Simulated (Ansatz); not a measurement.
Working through an equation of state with a fit of ZrSiO, space group P4/nmm

Program: the Python package of Ansatz (0.2.0).

Notebook, run cell by cell (the value of a cell's last expression is shown):

```python
import warnings

import ansatz as az
import numpy as np
from scipy.optimize import curve_fit
```

```python
VECTORS = np.array([
    [3.31999, 0.0, 0.0],
    [0.0, 3.31999, 0.0],
    [0.0, 0.0, 7.351845],
])
SITES = [
    ("Zr", [0.0, 0.5, 0.69159]),
    ("Zr", [0.5, 0.0, 0.30841]),
    ("Si", [0.5, 0.5, 0.0]),
    ("Si", [0.0, 0.0, 0.0]),
    ("O", [0.0, 0.5, 0.388706]),
    ("O", [0.5, 0.0, 0.611294]),
]
```

```python
def make_crystal(cell):
    crystal = az.Crystal(lattice=az.Lattice.of(cell))
    for symbol, position in SITES:
        crystal = crystal.atom(symbol, position)
    return crystal
```

```python
def vinet(v, e0, v0, b0, b1):
    eta = (v / v0) ** (1 / 3)
    return e0 + 2 * b0 * v0 / (b1 - 1) ** 2 * (2 - (5 + 3 * b1 * (eta - 1) - 3 * eta) * np.exp(-1.5 * (b1 - 1) * (eta - 1)))
```

```python
warnings.simplefilter("ignore", az.DeckWarning)
```

```python
# uniform scaling of the cell
volumes, energies = [], []
for scale in np.linspace(0.88, 1.12, 7):
    cell = VECTORS * scale ** (1 / 3)
    calc = (
        make_crystal(cell).calculation()
        .functional(az.Functional.PBESOL)
        .occupations("fermi_dirac", width=0.1)
        .basis(500)
        .kpoints(7, 7, 3)
    )
    report = calc.run(threads=1, backend="cpu").report
    volumes.append(abs(np.linalg.det(cell)) / len(SITES))
    energies.append(report["free_energy_ev"] / len(SITES))
    print(f"V = {volumes[-1]:8.4f} A^3/atom  F = {energies[-1]:.5f} eV/atom")
```

    V =  11.8851 A^3/atom  F = -1771.29602 eV/atom
    V =  12.4253 A^3/atom  F = -1771.34636 eV/atom
    V =  12.9655 A^3/atom  F = -1771.36263 eV/atom
    V =  13.5057 A^3/atom  F = -1771.35153 eV/atom
    V =  14.0460 A^3/atom  F = -1771.31842 eV/atom
    V =  14.5862 A^3/atom  F = -1771.26768 eV/atom
    V =  15.1264 A^3/atom  F = -1771.20283 eV/atom

```python
guess = (min(energies), volumes[int(np.argmin(energies))], 0.5, 4.5)
(e0, v0, b0, b1), _ = curve_fit(vinet, np.array(volumes), np.array(energies), p0=guess, maxfev=20000)
print(f"Vinet fit: V0 = {v0:.4f} A^3/atom, B0 = {160.21766 * b0:.1f} GPa, B1 = {b1:.2f}")
print("largest residual", round(1000 * float(np.abs(vinet(np.array(volumes), e0, v0, b0, b1) - energies).max()), 3), "meV/atom")
```

    Vinet fit: V0 = 12.9975 A^3/atom, B0 = 192.2 GPa, B1 = 4.23
    largest residual 0.014 meV/atom

A third-order Birch-Murnaghan fit through the 7 points (the script's own form differs a little) has its minimum at 13.00 Å³ an atom, 3.8 % below the typed cell, with a bulk modulus of 192 GPa and dB/dP = 4.3. From that minimum the energy rises by 66.6 meV an atom on the compressed side and 159.8 meV on the expanded side.

What to keep in mind:
- Absolute energies stand on the zero of these potentials, so only differences at equal settings mean something.
- The run is spin-unpolarised.
- Shape and fractional positions are held along the curve, so the bulk modulus is an upper value where they are free to relax, by a factor of two or more in layered or hydrogen-bonded cells.
- For a metal this k-point mesh is coarse: on a finer one energies can move by several to tens of meV an atom and pressures by half a GPa or more, differences at one mesh by less.
- The structure comes from a database of computed cells and needn't be a stable or known phase.
- The whole script took 23 s on 1 thread of Arm Neoverse V1 (shared host), peak memory 0.49 GiB.
